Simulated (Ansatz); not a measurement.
# SiH3Cl + HF: a complex and its separated parts, part 2 of 2

Ansatz 0.2.0, Gaussian basis.

## 14. wB97X-V/def2-TZVPP

The inputs:

parta/in.yaml

```yaml
crystal:
  periodic: [false, false, false]
  atoms:
    - {symbol: Si, position_ang: [-0.466968, -0.549958, 0.659783]}
    - {symbol: H, position_ang: [0.711177, -1.410210, 0.405787]}
    - {symbol: H, position_ang: [-1.125489, -0.937606, 1.928132]}
    - {symbol: H, position_ang: [-1.423688, -0.638840, -0.466877]}
    - {symbol: Cl, position_ang: [0.169182, 1.395659, 0.823285]}
basis:
  gaussian: {orbitals: def2-TZVPP}
hamiltonian: {xc: {name: wB97X-V}}
```

partb/in.yaml

```yaml
crystal:
  periodic: [false, false, false]
  atoms:
    - {symbol: H, position_ang: [0.976441, 1.270992, -1.271190]}
    - {symbol: F, position_ang: [1.159244, 0.869863, -2.078720]}
basis:
  gaussian: {orbitals: def2-TZVPP}
hamiltonian: {xc: {name: wB97X-V}}
```

Each run has its own folder and the same command.

Command:

```sh
> ansatz run in.yaml --threads 2 --pin off --events-out ev --progress --plain --max-ram 4352MiB
```

parta printed, shortened:

```text
Functional definition: wB97X-V
  name "wB97X-V"
  cite "Mardirossian & Head-Gordon, Phys. Chem. Chem. Phys. 16, 9904 (2014) doi:10.1039/C3CP54374A"
  cite "Becke, J. Chem. Phys. 107, 8554 (1997) doi:10.1063/1.475007"
  cite "Vydrov & Van Voorhis, J. Chem. Phys. 133, 244103 (2010) doi:10.1063/1.3521275"
[...]
      + integral(e_c_pw_opposite_spin*poly(b97_u_opposite, cos0, cos1)) + vv10(b, c)
778 factors; their error is unknown
154 factors; integrals over basis functions are off by at most 4.5e-5 eV
[...]
mean field -20447.80855868 eV, -751.4431045089 hartree, gradient 2.6e-5 eV, S^2 0.000000; 0 other end points of the search recorded, 0 dependent functions left out
reference -20447.80855701 eV, -751.4431044475 hartree; 17, 17 occupied and 109, 109 virtual orbitals, 778 factors
Total energy: -20447.80855701 eV, -751.4431044475 hartree
```

Output in partb, shortened:

```text
[... 5 set-up lines as earlier in the session ...]
[...]
      + integral(e_c_pw_opposite_spin*poly(b97_u_opposite, cos0, cos1)) + vv10(b, c)
215 factors; their error is unknown
48 factors; integrals over basis functions are off by at most 2.2e-5 eV
[...]
mean field -2733.49560628 eV, -100.4541107009 hartree, gradient 1.0e-5 eV, S^2 0.000000; 0 other end points of the search recorded, 0 dependent functions left out
reference -2733.49560569 eV, -100.4541106791 hartree; 5, 5 occupied and 40, 40 virtual orbitals, 215 factors
Total energy: -2733.49560569 eV, -100.4541106791 hartree
```

Times: 3.3 s (parta), 0.4 s (partb) on 2 threads of Arm Neoverse V1, shared host.

## 15. wB97M-V/def2-TZVPP

Each input of step 14 (parta, partb) changes in the same lines:

```diff
-hamiltonian: {xc: {name: wB97X-V}}
+hamiltonian: {xc: {name: wB97M-V}}
```

One command serves all of them, each in its own folder.

Command:

```sh
> ansatz run in.yaml --threads 2 --pin off --events-out ev --progress --plain --max-ram 4352MiB
```

Output in parta, shortened:

```text
Functional definition: wB97M-V
  name "wB97M-V"
  cite "Mardirossian & Head-Gordon, J. Chem. Phys. 144, 214110 (2016) doi:10.1063/1.4952647"
[... 2 set-up lines as earlier in the session ...]
  # Of w^i u^j: cxij and so on, Table III.
[...]
  gx(w, u) = 1 - cx + cx01*u + cx10*w
[...]
      + integral(e_c_pw_mod_opposite_spin*gos(b97_w_opposite, b97_u_opposite)) + vv10(b, c)
778 factors; their error is unknown
154 factors; integrals over basis functions are off by at most 4.5e-5 eV
[...]
mean field -20449.42492167 eV, -751.5025047533 hartree, gradient 1.9e-5 eV, S^2 0.000000; 0 other end points of the search recorded, 0 dependent functions left out
reference -20449.42496228 eV, -751.5025062459 hartree; 17, 17 occupied and 109, 109 virtual orbitals, 778 factors
Total energy: -20449.42496228 eV, -751.5025062459 hartree
```

Log of partb, shortened:

```text
[... 5 set-up lines as earlier in the session ...]
  # Of w^i u^j: cxij and so on, Table III.
[...]
  gx(w, u) = 1 - cx + cx01*u + cx10*w
[...]
      + integral(e_c_pw_mod_opposite_spin*gos(b97_w_opposite, b97_u_opposite)) + vv10(b, c)
215 factors; their error is unknown
48 factors; integrals over basis functions are off by at most 2.2e-5 eV
[...]
mean field -2733.67553222 eV, -100.4607228571 hartree, gradient 1.2e-5 eV, S^2 0.000000; 0 other end points of the search recorded, 0 dependent functions left out
reference -2733.67554688 eV, -100.4607233960 hartree; 5, 5 occupied and 40, 40 virtual orbitals, 215 factors
Total energy: -2733.67554688 eV, -100.4607233960 hartree
```

Wall times: 3.5 s (parta), 0.4 s (partb) on 2 threads of Arm Neoverse V1, shared host.

## 16. B2PLYP/def2-TZVPP

Each input of step 15 (parta, partb) changes in the same lines:

```diff
-hamiltonian: {xc: {name: wB97M-V}}
+hamiltonian: {xc: {name: B2PLYP}}
```

One command serves all of them, each in its own folder.

Command:

```sh
> ansatz run in.yaml --threads 2 --pin off --events-out ev --progress --plain --max-ram 4352MiB
```

parta printed, shortened:

```text
Functional definition: B2PLYP
  name "B2PLYP"
  cite "Grimme, J. Chem. Phys. 124, 034108 (2006) doi:10.1063/1.2148954"
[... 2 set-up lines as earlier in the session ...]
[...]
716 factors; integrals over basis functions are off by at most 7.6e-4 eV
[...]
mean field -20441.13992899 eV, -751.1980368881 hartree, gradient 2.0e-6 eV, S^2 0.000000; 0 other end points of the search recorded, 0 dependent functions left out
10 core orbitals not correlated: weight in the atoms' cores, before any rotation towards them, 1.000 or more for the frozen orbitals, at most 0.000 for the correlated occupied ones
reference -20441.14007178 eV, -751.1980421357 hartree; 7, 7 occupied and 109, 109 virtual orbitals, 716 factors
second order -10.62737632 eV of doubles, -0.00000000 eV of singles
Total energy: -20444.00946339 eV, -751.3034903323 hartree
```

partb printed, shortened:

```text
[... 5 set-up lines as earlier in the session ...]
[...]
287 factors; integrals over basis functions are off by at most 1.0e-3 eV
[...]
mean field -2730.72525581 eV, -100.3523021989 hartree, gradient 1.4e-6 eV, S^2 0.000000; 0 other end points of the search recorded, 0 dependent functions left out
1 core orbitals not correlated: weight in the atoms' cores, before any rotation towards them, 1.000 or more for the frozen orbitals, at most 0.000 for the correlated occupied ones
reference -2730.72531251 eV, -100.3523042826 hartree; 4, 4 occupied and 40, 40 virtual orbitals, 287 factors
second order -8.59397264 eV of doubles, -0.00000000 eV of singles
Total energy: -2733.04568512 eV, -100.4375764033 hartree
```

Times: 1.7 s (parta), 0.25 s (partb) on 2 threads of Arm Neoverse V1, shared host.

## 17. PBE-QIDH/def2-TZVPP

The same edit goes into each in.yaml of step 16 (parta, partb):

```diff
-hamiltonian: {xc: {name: B2PLYP}}
+hamiltonian: {xc: {name: PBE-QIDH}}
```

One command serves all of them, each in its own folder.

Command:

```sh
> ansatz run in.yaml --threads 2 --pin off --events-out ev --progress --plain --max-ram 4352MiB
```

Log of parta, shortened:

```text
Functional definition: PBE-QIDH
  name "PBE-QIDH"
  cite "Brémond, Sancho-García, Pérez-Jiménez & Adamo, J. Chem. Phys. 141, 031101 (2014) doi:10.1063/1.4890314"
[... 1 set-up line as earlier in the session ...]
[...]
716 factors; integrals over basis functions are off by at most 7.6e-4 eV
[...]
mean field -20435.53705427 eV, -750.9921350399 hartree, gradient 3.0e-6 eV, S^2 0.000000; 0 other end points of the search recorded, 0 dependent functions left out
10 core orbitals not correlated: weight in the atoms' cores, before any rotation towards them, 1.000 or more for the frozen orbitals, at most 0.000 for the correlated occupied ones
reference -20435.53706497 eV, -750.9921354331 hartree; 7, 7 occupied and 109, 109 virtual orbitals, 716 factors
second order -9.87448492 eV of doubles, -0.00000000 eV of singles
Total energy: -20438.82855994 eV, -751.1130956423 hartree
```

partb printed, shortened:

```text
[... 4 set-up lines as earlier in the session ...]
[...]
287 factors; integrals over basis functions are off by at most 1.0e-3 eV
[...]
mean field -2728.92253157 eV, -100.2860533049 hartree, gradient 3.8e-6 eV, S^2 0.000000; 0 other end points of the search recorded, 0 dependent functions left out
1 core orbitals not correlated: weight in the atoms' cores, before any rotation towards them, 1.000 or more for the frozen orbitals, at most 0.000 for the correlated occupied ones
reference -2728.92253492 eV, -100.2860534281 hartree; 4, 4 occupied and 40, 40 virtual orbitals, 287 factors
second order -8.07148398 eV of doubles, -0.00000000 eV of singles
Total energy: -2731.61302958 eV, -100.3849272832 hartree
```

Wall times: 1.6 s (parta), 0.25 s (partb) on 2 threads of Arm Neoverse V1, shared host.

## 18. RPA on PBE/def2-TZVPP

The same edit goes into each in.yaml of step 17 (parta, partb):

```diff
-hamiltonian: {xc: {name: PBE-QIDH}}
+hamiltonian: {xc: pbe}
+correlation: {method: rpa}
```

The same command starts each run, in its folder.

Command:

```sh
> ansatz run in.yaml --threads 2 --pin off --events-out ev --progress --plain --max-ram 4352MiB
```

Output in parta, shortened:

```text
[... 4 set-up lines as earlier in the session ...]
[...]
716 factors; integrals over basis functions are off by at most 7.6e-4 eV
[...]
mean field -20441.42553553 eV, -751.2085327347 hartree, gradient 9.7e-6 eV, S^2 0.000000; 0 other end points of the search recorded, 0 dependent functions left out
10 core orbitals not correlated: weight in the atoms' cores, before any rotation towards them, 1.000 or more for the frozen orbitals, at most 0.000 for the correlated occupied ones
reference -20414.51036428 eV, -750.2194184353 hartree; 7, 7 occupied and 109, 109 virtual orbitals, 716 factors
Total energy: -20430.37438878 eV, -750.8024105825 hartree
```

partb printed, shortened:

```text
[... 4 set-up lines as earlier in the session ...]
[...]
287 factors; integrals over basis functions are off by at most 1.0e-3 eV
[...]
mean field -2731.84355884 eV, -100.3933990773 hartree, gradient 9.2e-7 eV, S^2 0.000000; 0 other end points of the search recorded, 0 dependent functions left out
1 core orbitals not correlated: weight in the atoms' cores, before any rotation towards them, 1.000 or more for the frozen orbitals, at most 0.000 for the correlated occupied ones
reference -2722.68129186 eV, -100.0566919762 hartree; 4, 4 occupied and 40, 40 virtual orbitals, 287 factors
Total energy: -2733.63265318 eV, -100.4591470814 hartree
```

Times: 1.4 s (parta), 0.25 s (partb) on 2 threads of Arm Neoverse V1, shared host.

## 19. CCSD(T)/def2-TZVPP

Each input of step 18 (parta, partb) changes in the same lines:

```diff
-hamiltonian: {xc: pbe}
-correlation: {method: rpa}
+correlation: {method: ccsd_t}
```

The same command starts each run, in its folder.

Command:

```sh
> ansatz run in.yaml --threads 2 --pin off --events-out ev --progress --plain --max-ram 4352MiB
```

Output in parta, shortened:

```text
Functional definition: HF
  name "HF"
  cite "Fock, Z. Phys. 61, 126 (1930) doi:10.1007/BF01340294"
[... 1 set-up line as earlier in the session ...]
[...]
716 factors; integrals over basis functions are off by at most 7.6e-4 eV
[...]
mean field -20415.29439702 eV, -750.2482311071 hartree, gradient 2.2e-6 eV, S^2 0.000000; 0 other end points of the search recorded, 0 dependent functions left out
10 core orbitals not correlated: weight in the atoms' cores, before any rotation towards them, 1.000 or more for the frozen orbitals, at most 0.000 for the correlated occupied ones
reference -20415.29439702 eV, -750.2482311071 hartree; 7, 7 occupied and 109, 109 virtual orbitals, 716 factors
second order -8.72233343 eV of doubles, -0.00000000 eV of singles
cycle   1  -9.46502180 eV  change   -7.4e-1 eV  update   6.2e-2
[...]
cycle   8  -9.75733877 eV  change   -1.2e-5 eV  update   1.1e-5
perturbative correction -0.34572839 eV, -0.0127052840 hartree
Total energy: -20425.39746418 eV, -750.6195119771 hartree
```

Log of partb, shortened:

```text
[... 4 set-up lines as earlier in the session ...]
[...]
287 factors; integrals over basis functions are off by at most 1.0e-3 eV
[...]
mean field -2722.91274841 eV, -100.0651978476 hartree, gradient 4.5e-6 eV, S^2 0.000000; 0 other end points of the search recorded, 0 dependent functions left out
1 core orbitals not correlated: weight in the atoms' cores, before any rotation towards them, 1.000 or more for the frozen orbitals, at most 0.000 for the correlated occupied ones
reference -2722.91274841 eV, -100.0651978476 hartree; 4, 4 occupied and 40, 40 virtual orbitals, 287 factors
second order -7.36481960 eV of doubles, -0.00000000 eV of singles
cycle   1  -7.29619005 eV  change    6.9e-2 eV  update   3.9e-2
[...]
cycle   8  -7.43086526 eV  change    6.2e-7 eV  update   3.3e-6
perturbative correction -0.17033420 eV, -0.0062596663 hartree
Total energy: -2730.51394787 eV, -100.3445367755 hartree
```

Wall times: 3.8 s (parta), 0.2 s (partb) on 2 threads of Arm Neoverse V1, shared host; peak memory 0.51 GiB.

## 20. Vibrations of SiH3Cl

Input file vib-parta/in.yaml:

```yaml
crystal:
  periodic: [false, false, false]
  atoms:
    - {symbol: Si, position_ang: [-0.466968, -0.549958, 0.659783]}
    - {symbol: H, position_ang: [0.711177, -1.410210, 0.405787]}
    - {symbol: H, position_ang: [-1.125489, -0.937606, 1.928132]}
    - {symbol: H, position_ang: [-1.423688, -0.638840, -0.466877]}
    - {symbol: Cl, position_ang: [0.169182, 1.395659, 0.823285]}
basis:
  gaussian: {orbitals: def2-TZVP}
hamiltonian: {xc: pbe0, dispersion: d4}
phonons: {temperatures: {t_min: 298.15, t_max: 900, t_step: 200}}
```

Command:

```sh
> ansatz run in.yaml --threads 2 --pin off --events-out ev --progress --plain --max-ram 4352MiB
```

Output, shortened:

```text
[... 5 set-up lines as earlier in the session ...]
[...]
668 factors; their error is unknown
[...]
mean field -20443.33419671 eV, -751.2786747394 hartree, gradient 1.5e-5 eV, S^2 0.000000; 0 other end points of the search recorded, 0 dependent functions left out
[...]
Atom 2 at    -1.125489    -0.937606     1.928132 Å, force     0.000067    -0.000368    -0.000485 eV/Å
Atom 3 at    -1.423688    -0.638840    -0.466877 Å, force    -0.000027    -0.000488     0.000092 eV/Å
Atom 4 at     0.169182     1.395659     0.823285 Å, force     0.000216     0.000647     0.000044 eV/Å
Dipole moment:    -0.081255    -0.248527    -0.020892 e Å
Vibrations: 552.20 656.45 656.46 943.73 947.25 947.27 2248.84 2261.05 2261.13 cm⁻¹, zero-point energy 0.711321 eV
```

Run time: 19 s. Hardware: 2 threads of Arm Neoverse V1, shared host.

The modes, with what each moves most:

```tsv
mode	wavenumber (cm⁻¹)	character
1	552	Si–Cl stretch
2	656	bend
3	656	bend
4	944	bend
5	947	bend
6	947	bend
7	2249	Si–H stretch
8	2261	Si–H stretch
9	2261	Si–H stretch
```

Vibrational sums (real modes only):

```tsv
T (K)	entropy (J/mol/K)	heat capacity (J/mol/K)
298	6.8	18.0
498	20.2	34.6
698	33.7	45.4
898	46.1	52.9
```

## 21. Vibrations of HF

Input file vib-partb/in.yaml:

```yaml
crystal:
  periodic: [false, false, false]
  atoms:
    - {symbol: H, position_ang: [0.976441, 1.270992, -1.271190]}
    - {symbol: F, position_ang: [1.159244, 0.869863, -2.078720]}
basis:
  gaussian: {orbitals: def2-TZVP}
hamiltonian: {xc: pbe0, dispersion: d4}
phonons: {temperatures: {t_min: 298.15, t_max: 900, t_step: 200}}
```

Command:

```sh
> ansatz run in.yaml --threads 2 --pin off --events-out ev --progress --plain --max-ram 4352MiB
```

Output, shortened:

```text
[... 5 set-up lines as earlier in the session ...]
[...]
200 factors; their error is unknown
[...]
mean field -2731.80169993 eV, -100.3918607909 hartree, gradient 6.9e-6 eV, S^2 0.000000; 0 other end points of the search recorded, 0 dependent functions left out
[...]
reference -2731.80152490 eV, -100.3918543586 hartree; 5, 5 occupied and 32, 32 virtual orbitals, 200 factors
Total energy: -2731.80322165 eV, -100.3919167130 hartree
Atom 0 at     0.976441     1.270992    -1.271190 Å, force    -0.000471     0.001033     0.002080 eV/Å
Atom 1 at     1.159244     0.869863    -2.078720 Å, force     0.000471    -0.001033    -0.002080 eV/Å
Dipole moment:    -0.079640     0.174755     0.351807 e Å
Vibrations: 4153.46 cm⁻¹, zero-point energy 0.257482 eV
```

It took 1.2 s on 2 threads of Arm Neoverse V1, shared host.

The modes, with what each moves most:

```tsv
mode	wavenumber (cm⁻¹)	character
1	4153	F–H stretch
```

Vibrational sums (real modes only):

```tsv
T (K)	entropy (J/mol/K)	heat capacity (J/mol/K)
298	0.0	0.0
498	0.0	0.0
698	0.0	0.1
898	0.1	0.5
```

## 22. Complex less separated parts

The complex's own energies come from single points at the same levels.

Rows are in def2-TZVPP; times add the 3 runs of a level on a shared host, so small differences are noise.

Differences are taken before rounding.

```tsv
method	rung	complex less parts (kJ/mol)	from CCSD(T) (kJ/mol)	time
SPW92	LDA	-29.3	-15.5	1.5 s
PBE-D4	GGA	-20.3	-6.4	2.4 s
BLYP-D4	GGA	-18.9	-5.1	2.4 s
r2SCAN-D4	meta-GGA	-17.9	-4.0	5.3 s
B97M-V	meta-GGA	-15.5	-1.7	10 s
PBE0-D4	hybrid	-17.4	-3.5	3.3 s
B3LYP-D4	hybrid	-17.7	-3.8	3.4 s
r2SCAN0-D4	hybrid	-16.5	-2.6	6.1 s
BHLYP-D4	hybrid	-16.4	-2.5	3.2 s
CAM-B3LYP-D4	range-separated hybrid	-18.6	-4.7	3.5 s
wB97X-V	range-separated hybrid	-16.8	-2.9	9.7 s
wB97M-V	range-separated hybrid	-17.2	-3.3	10 s
B2PLYP	double hybrid	-14.0	-0.1	5.2 s
PBE-QIDH	double hybrid	-14.0	-0.1	5.3 s
RPA on PBE	RPA	-11.4	+2.5	4.5 s
Hartree-Fock	wavefunction	-4.3	+9.5	
MP2	wavefunction	-14.3	-0.5	
CCSD	wavefunction	-12.3	+1.6	
CCSD(T)	wavefunction	-13.9	0	30 s
```

Among the levels timed on like hardware and quicker than the yardstick, those that no quicker one beats, quickest first: SPW92 (1.5 s, -15.5 kJ/mol); PBE-D4 (2.4 s, -6.4 kJ/mol); BLYP-D4 (2.4 s, -5.1 kJ/mol); BHLYP-D4 (3.2 s, -2.5 kJ/mol); B2PLYP (5.2 s, -0.1 kJ/mol).

For cost: B2PLYP gets within 0.1 kJ/mol in 5.2 s, where CCSD(T) took 30 s; the quickest level in the cost chart, SPW92, takes 1.5 s and misses by 15.5 kJ/mol.

The complex's zero-point energy, from a separate PBE0-D4 run, is 1.023 eV.

## 23. Results

This closing draws on all 2 parts.

| quantity | value |
| --- | --- |
| complex less parts, CCSD(T)/def2-TZVPP | -13.9 kJ/mol |
| with zero-point energy | -8.6 kJ/mol |
| largest T1 diagnostic | 0.009 |

What this shows: At CCSD(T) the complex lies 13.9 kJ/mol below its parts. Among the functionals B2PLYP lands nearest to CCSD(T) (-0.1 kJ/mol) and SPW92 farthest (-15.5 kJ/mol). PBE-QIDH is as near within the digits shown. By rung, the mean size of the error is: LDA 15.5, GGA 5.7, meta-GGA 2.8, hybrid 3.1, range-separated hybrid 3.7, double hybrid 0.1 kJ/mol. PBE-D4 gives a relative energy 6.4 kJ/mol too low, outside chemical accuracy (1 kcal/mol, 4.2 kJ/mol). No counterpoise was applied, and triple zeta lacks some correlation, so the CCSD(T) reference has a basis error of its own, and close matches with it are partly luck.
